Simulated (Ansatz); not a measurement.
Hf2Pd2Se2Br2O3 in Ansatz: the effect of Hubbard term

Hf2Pd2Se2Br2O3:

```
Hf Pd Se Br O
1.0
     7.58666   -1.70971   -1.17576
     7.58666    1.70971   -1.17576
    -2.02446    0.00000   13.05155
Hf Pd Se Br O
2 2 2 2 3
Direct
  0.94514 0.94514 0.06144
  0.60628 0.60628 0.28309
  0.17920 0.17920 0.50964
  0.32286 0.32286 0.74307
  0.92232 0.92232 0.84566
  0.78991 0.78991 0.58800
  0.58645 0.58645 0.04520
  0.24604 0.24604 0.28651
  0.59701 0.59701 0.42127
  0.38554 0.38554 0.07302
  0.03094 0.03094 0.22169
```

The cell was built by a generator and needn't be a form met in nature.

Alike in all runs:

| Quantity | Value |
| --- | --- |
| Program | Ansatz 0.2.0 |
| Task | projected density of states |
| Functional | PBE |
| Potentials or basis | Ansatz PAW |
| Cutoff | 420 eV (not typed: the program's choice for these potentials) |
| k mesh | 8 × 8 × 2 |
| Occupations | fermi-dirac, width 0.05 eV |
| Spin | no spin polarisation |
| Hubbard projectors | ortho-atomic (the default) |
| Double counting | fll (the default) |

```tsv
Hubbard term	gap on the mesh (eV)	pressure (GPa)	largest force (eV/Å)
Hf d U = 2 eV, Pd d U = 2 eV	1.06	0.6	0.18
Hf d U = 4 eV, Pd d U = 4 eV	1.20	1.3	0.37
Hf d U = 6 eV, Pd d U = 6 eV	?	?	?
Hf d U = 8 eV, Pd d U = 8 eV	1.29	3.0	0.76
```

Question: What does the run with Hubbard term Hf d U = 6 eV, Pd d U = 6 eV give?

Answer: gap on the mesh 1.27 eV; pressure 2.1 GPa; largest force 0.56 eV/Å.

Worked out: A straight line through the other rows of the gap on the mesh, of slope 0.0361 eV per eV, gives 1.23 eV, against the run's 1.27. A straight line through the other rows of the pressure, of slope 0.404 GPa per eV, gives 2.2 GPa, against the run's 2.1. A straight line through the other rows of the largest force, of slope 0.0968 eV/Å per eV, gives 0.57 eV/Å, against the run's 0.56.

Caveats: spin-orbit coupling is left out, which moves the levels of the heavy elements.

A k mesh can miss the band edges.
